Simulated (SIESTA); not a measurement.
Al3Au under changes of volume

One of the cells (16.973 Å³/atom); the others are scaled copies at fixed shape and fractional positions:

```
Au Al
1.0
    -2.03875    2.03875    4.08347
     2.03875   -2.03875    4.08347
     2.03875    2.03875   -4.08347
Au Al
1 3
Cartesian
  0.0000 0.0000 0.0000
  0.0000 0.0000 4.0835
  2.0387 0.0000 2.0417
  0.0000 2.0387 2.0417
```

The cell comes from a database or a generator and needn't be the stable form of this composition.

- Program: SIESTA 5.4.2
- Functional: PBEsol
- Potentials or basis: PseudoDojo 0.4 standard (PBEsol files)
- Basis: DZP (energy shift 0.003 Ry; two zetas on semicore shells)
- Grid cutoff: 800 Ry
- Energy shift: 0.003 Ry
- k mesh: 9 × 9 × 9
- Occupations: fermi-dirac, width 0.05 eV
- Spin: no spin polarisation

```csv
volume (Å³/atom),energy over the lowest point (meV/atom),pressure (GPa)
15.642,6.51,4.1
15.974,?,?
16.307,0.00,-0.7
16.973,11.09,-4.5
17.306,22.06,-6.0
17.638,36.07,-7.4
```

What does the run at 15.974 Å³/atom give?

Energy over the lowest point 0.78 meV/atom; pressure 1.6 GPa.

Worked out: A Birch-Murnaghan fit of order 3 (a polynomial in V^(-2/3)) to the other rows has its minimum at 16.20 Å³/atom with B0 = V·E''(V) = 107 GPa and B' = 4.7 at fixed shape and positions, which overstates the stiffness. It gives 0.80 meV/atom at 15.974 Å³/atom, against the run's 0.78, and -dE/dV = 1.5 GPa, against 1.6.

Energies are extrapolated to zero smearing.

Caveats: short orbitals over semicore shells can move pressures by several GPa; the basis of atomic orbitals isn't converged, which shifts pressures, moduli and gaps.
